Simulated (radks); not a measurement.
# Nuclear size and the levels of Ca

An exercise on one series of results from a longer session: the logs are not shown, and one member is left open.

Method: Dirac Kohn-Sham, exchange-only LDA, spin-unpolarised, spherical densities, finite nucleus. Code: radks (a radial shooting solver on a logarithmic mesh, Libxc functionals) version 1.

## The system

| Property | Result |
| --- | --- |
| element | calcium (Z = 20) |
| charge | 0 |
| electrons | 20 |
| configuration | [Ar] 4s2 |
| nuclear rms radius | 3.4776 fm |

Outer shells as boxes (Hund's rule):

Ca
```
[Ar] core
4s [↑↓]
```

Set-up of the first run:

The run's settings:

```text
Z 20
configuration [Ar] 4s2 3d0 4p0
relativity Dirac
functional lda,
spin unpolarised
j_filling average
nucleus finite rms 3.4776 fm
c 137.035999084
```

Among the steps run: rms radius 3.4776 fm.

One table of the session follows, with a row left open; its other results are not shown here.

It belongs to the step «rms radius 3.4776 fm». Radial moments (bohr):

| level | <r> | outermost maximum (interpolated) | 90 % within | nodes |
| --- | --- | --- | --- | --- |
| 3s1/2 | 1.160 | 0.994 | 1.75 | 2 |
| 3p1/2 | 1.273 | 1.04 | 1.97 | 1 |
| 3p3/2 | ? | ? | ? | ? |
| 4s1/2 | 4.095 | 3.37 | 6.21 | 3 |
| 3d3/2 | 2.541 | 1.30 | 4.80 | 0 |
| 3d5/2 | 2.552 | 1.30 | 4.82 | 0 |
| 4p1/2 | 5.867 | 4.58 | 9.19 | 2 |
| 4p3/2 | 5.906 | 4.61 | 9.25 | 2 |

Q: Estimate the row for 3p3/2 from the others.

As computed: <r>: 1.281; outermost maximum (interpolated): 1.05; 90 % within: 1.99; nodes: 1. In the column «<r>» it lies between 3p1/2 (1.273) and 3d3/2 (2.541).
